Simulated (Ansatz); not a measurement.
BH9SSi3, SMILES B[SiH2][SiH2][SiH2]S, a single point from an input written key by key

Program: Ansatz 0.2.0 through its Python package.

Contents of `bh9ssi3.yaml`:
```yaml
crystal:
  periodic: [false, false, false]
  atoms:
    - { symbol: B, position_ang: [-2.3019, 0.7135, -0.5574] }
    - { symbol: Si, position_ang: [-1.4106, -0.9052, -0.9035] }
    - { symbol: Si, position_ang: [0.3355, -1.0138, 0.4305] }
    - { symbol: Si, position_ang: [1.7711, 0.7425, 0.0377] }
    - { symbol: S, position_ang: [3.3962, 0.6445, 1.3342] }
    - { symbol: H, position_ang: [-2.7746, 1.0044, 0.5073] }
    - { symbol: H, position_ang: [-2.4499, 1.5516, -1.4329] }
    - { symbol: H, position_ang: [-0.9214, -0.9225, -2.3095] }
    - { symbol: H, position_ang: [-2.2961, -2.0222, -0.5937] }
    - { symbol: H, position_ang: [1.1063, -2.261, 0.2132] }
    - { symbol: H, position_ang: [-0.086, -0.9771, 1.8664] }
    - { symbol: H, position_ang: [2.1681, 0.6966, -1.3402] }
    - { symbol: H, position_ang: [0.8995, 2.0015, 0.2633] }
    - { symbol: H, position_ang: [2.5506, 0.718, 2.5133] }
basis:
  gaussian: { orbitals: def2-SVP }
hamiltonian:
  xc: pbe
output:
  forces: true
```

`deck_bh9ssi3.py`
```python
import ansatz
import numpy as np
import pandas as pd


def main() -> None:
    session = ansatz.Session.from_deck("bh9ssi3.yaml")
    data = session.plan(threads=1).execute().report

    for key in ("converged", "free_energy_ev", "reference_energy_ev", "n_frozen", "n_occupied", "n_virtual"):
        print(f"{key:22s} {data[key]}")
    symbols = ["B", "Si", "Si", "Si", "S", "H", "H", "H", "H", "H", "H", "H", "H", "H"]

    print("forces (eV/A)")
    for symbol, f in zip(symbols, data["forces_ev_ang"]):
        print(f"  {symbol:2s} {f[0]:9.4f} {f[1]:9.4f} {f[2]:9.4f}")
    charges = data["charge_distribution"]
    table = pd.DataFrame({"atom": symbols, "mulliken": charges["mulliken_charges_e"], "lowdin": charges["lowdin_charges_e"]})
    print(table.round(3).to_string())
    print("dipole (e A):", np.round(charges["dipole_moment_e_ang"], 4) + 0.0)


if __name__ == "__main__":
    main()
```

Output of `python deck_bh9ssi3.py`:
```text
converged              True
free_energy_ev         -35259.97359154102
reference_energy_ev    -35259.97359154102
n_frozen               0
n_occupied             [36, 36]
n_virtual              [95, 95]
forces (eV/A)
  B    -1.0905    1.9310    0.0092
  Si   -0.2042   -0.7046   -1.5061
  Si    1.2784   -0.2470    1.1540
  Si   -2.0060    0.8052    0.5669
  S     0.3290    0.1376    2.2015
  H    -0.1406    0.0082    0.3856
  H     0.0972    0.0226    0.0780
  H     0.1006   -0.3120   -0.3554
  H    -0.5655   -0.8377    0.1040
  H     0.2053   -0.4778   -0.0445
  H    -0.0815    0.0211    0.2141
  H     0.6459    0.0469   -1.2151
  H     0.4104   -0.2750   -0.1604
  H     1.0216   -0.1184   -1.4317
   atom  mulliken  lowdin
0     B    -0.083  -0.139
1    Si     0.074   0.154
2    Si     0.006   0.076
3    Si     0.176   0.039
4     S    -0.202   0.114
5     H     0.025  -0.007
6     H     0.026  -0.004
7     H    -0.031  -0.038
8     H    -0.014  -0.018
9     H    -0.012  -0.044
10    H    -0.027  -0.044
11    H    -0.019  -0.058
12    H    -0.037  -0.067
13    H     0.116   0.035
dipole (e A): [-0.075  -0.0169  0.0952]
```

Caveats:
- Total energies depend on the basis set; only differences at equal settings carry meaning.
- The geometry is a force-field or estimated start, not a minimum of this method, and the basis set is short of its limit.
- The Löwdin charges here are taken after orthogonalising the functions within each atom; they differ from plain Löwdin charges, and their signs can be unphysical.
- The whole script took 6.2 s on 1 thread of Intel(R) Xeon(R) Platinum 8259CL CPU @ 2.50GHz (Skylake/Cascade Lake) (shared host), peak memory 0.28 GiB.
